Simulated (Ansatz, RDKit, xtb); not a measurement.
# C3H7GeNSi: ranking a sample of isomers

A sample of isomers of C3H7GeNSi is drawn. Aim: find which of them has the lowest free energy at 298.15 K, then its properties. The sample is small against all isomers, and the most stable one of this formula need not be in it.

The funnel: GFN2-xTB relaxations, single points with a density functional, relaxations at PBE0-D3(BJ)/def2-SVP, harmonic vibrations (at GFN2-xTB), and a last energy at a higher level. All values are calculated.

### 1 Candidates

Isomers were taken from a list of plausible structures; this is a sample, not all of them. That gives 4 candidates.

| label | SMILES | spin |
| --- | --- | --- |
| c620 | C=[CH][Ge@@H]([SiH3])[C]#N | singlet |
| c661 | C=C[SiH2][GeH2][C]#N | singlet |
| c694 | C=[CH][GeH2][SiH2]C#N | singlet |
| c725 | C=C[Si@@H]([GeH3])C#N | singlet |

Candidates are built by distance geometry, with a force field where one applies, in up to four conformers (letters a to d).

**Question.** With final energies at CCSD(T)/def2-SVP + MP2/def2-TZVPP - MP2/def2-SVP, which structure will this search put lowest in free energy, and by what margin?

| quantity | value |
| --- | --- |
| lowest structure found | C=C[Si@@H]([GeH3])C#N, singlet |
| next finalist | C=C[SiH2][GeH2][C]#N, singlet, 3.9 kcal/mol higher in G |
| share at equilibrium, among the finalists | 99.7 % |

`C=C[Si@@H]([GeH3])C#N` comes out lowest. Among the finalists first place is clear (3.9 kcal/mol); structures outside the list aren't covered. HF/STO-3G, r2SCAN-D4/def2-SVP, PBE0-D3(BJ)/def2-SVP, HF/def2-SVP and MP2/def2-SVP already put its bonding pattern lowest among the structures in one piece; GFN2-xTB favours the singlet C=[CH][Ge@@H]([SiH3])[C]#N. 5 minima inside the window were never screened. The search is not exhaustive (a finite list of starts, one conformer a finalist), so a lower isomer can't be ruled out. Only 4 drawn patterns were tried, so whole families of isomers are missing, and the result ranks this sample alone.
